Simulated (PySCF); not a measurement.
# How the numerical set-up moves the result for Li⁻

Aim: see how much the energy and properties of Li⁻ depend on the numerical set-up.

Method: method and basis as typed in the scripts; program: PySCF 2.14.0.

2 further runs of the same task are left out: 2 that didn't finish.

## Step 1: The atom

Li⁻: 1 atom, charge -1, spin multiplicity 1.

## Step 2: The run that the others are compared with

Contents of input.py:

```python
from pyscf import gto, dft

mol = gto.M(
    atom='Li 0 0 0',
    basis='6-31g*',
    charge=-1,
    spin=0,
    verbose=4,
)
mf = dft.RKS(mol, xc='lc_wpbe')
mf.kernel()
mf.dip_moment()
print('orbital energies (hartree):', mf.mo_energy[..., max(0, mol.nelec[1]-3):mol.nelec[0]+3].round(4))
```

Command:

```sh
$ OMP_NUM_THREADS=1 python input.py
```

The log of this run is left out.

In short: E(SCF) = -7.474059 Eh, 6 cycles.

## Step 3: Def2-tzvp

Variant 1 changes basis set: 6-31g* → def2-tzvp.

Contents of input.py:

```python
from pyscf import gto, dft

mol = gto.M(
    atom='Li 0 0 0',
    basis='def2-tzvp',
    charge=-1,
    spin=0,
    verbose=4,
)
mf = dft.RKS(mol, xc='lc_wpbe')
mf.kernel()
mf.dip_moment()
print('orbital energies (hartree):', mf.mo_energy[..., max(0, mol.nelec[1]-3):mol.nelec[0]+3].round(4))
```

Command:

```sh
$ OMP_NUM_THREADS=1 python input.py
```

## Step 4: Integration grid 0

Variant 2 changes integration grid: default → 0.

Edit input.py of step 2 so:

```diff
@@ -10,2 +10,3 @@
 mf = dft.RKS(mol, xc='lc_wpbe')
+mf.grids.level = 0
 mf.kernel()
```

## Step 5: Density fitting auto

Variant 3 changes density fitting: none → auto.

Edit input.py of step 2 so:

```diff
@@ -10,2 +10,3 @@
 mf = dft.RKS(mol, xc='lc_wpbe')
+mf = mf.density_fit()
 mf.kernel()
```

## Step 6: X2c-tzvpall (X2C on)

Variant 4 changes basis set: 6-31g* → x2c-tzvpall; spin-free X2C: off → on.

Edit input.py of step 2 so:

```diff
@@ -4,3 +4,3 @@
     atom='Li 0 0 0',
-    basis='6-31g*',
+    basis='x2c-tzvpall',
     charge=-1,
@@ -10,2 +10,3 @@
 mf = dft.RKS(mol, xc='lc_wpbe')
+mf = mf.sfx2c1e()
 mf.kernel()
```

## Step 7: Density fitting def2-universal-jkfit

Variant 5 changes density fitting: none → def2-universal-jkfit.

Edit input.py of step 2 so:

```diff
@@ -10,2 +10,3 @@
 mf = dft.RKS(mol, xc='lc_wpbe')
+mf = mf.density_fit(auxbasis='def2-universal-jkfit')
 mf.kernel()
```

## Step 8: Spin-free X2C on

Variant 6 changes spin-free X2C: off → on.

Edit input.py of step 2 so:

```diff
@@ -10,2 +10,3 @@
 mf = dft.RKS(mol, xc='lc_wpbe')
+mf = mf.sfx2c1e()
 mf.kernel()
```

**Question.** What will these runs give? Wanted: for each run, E(SCF); from base; gap.

As calculated:

```tsv
run	E(SCF) (hartree)	from base (eV)	cycles	gap (eV)	functions
base	-7.474059	0	6	5.09	14
def2-tzvp	-7.484832	-0.2932	6	6.26	14
integration grid 0 (poor choice)	-7.470844	+0.0875	5	5.11	14
density fitting auto	-7.474059	0.0000	6	5.09	14
x2c-tzvpall (X2C on)	-7.485613	not comparable	6	6.26	14
density fitting def2-universal-jkfit	-7.474065	-0.0002	6	5.09	14
spin-free X2C on	-7.474759	-0.0190	6	5.09	14
```

**Reading.** With density fitting auto the SCF ends at the base energy. Of the runs whose energies can be compared, “def2-tzvp” moves the SCF energy most (-0.293 eV). def2-tzvp (14 functions) gives an energy 0.29 eV lower than 6-31g* (14). Scalar relativity lowers the total energy by 0.02 eV, nearly all of it in the inner shells; a basis contracted without relativity catches only part of it. Rows marked «poor choice» come from settings spoiled on purpose.
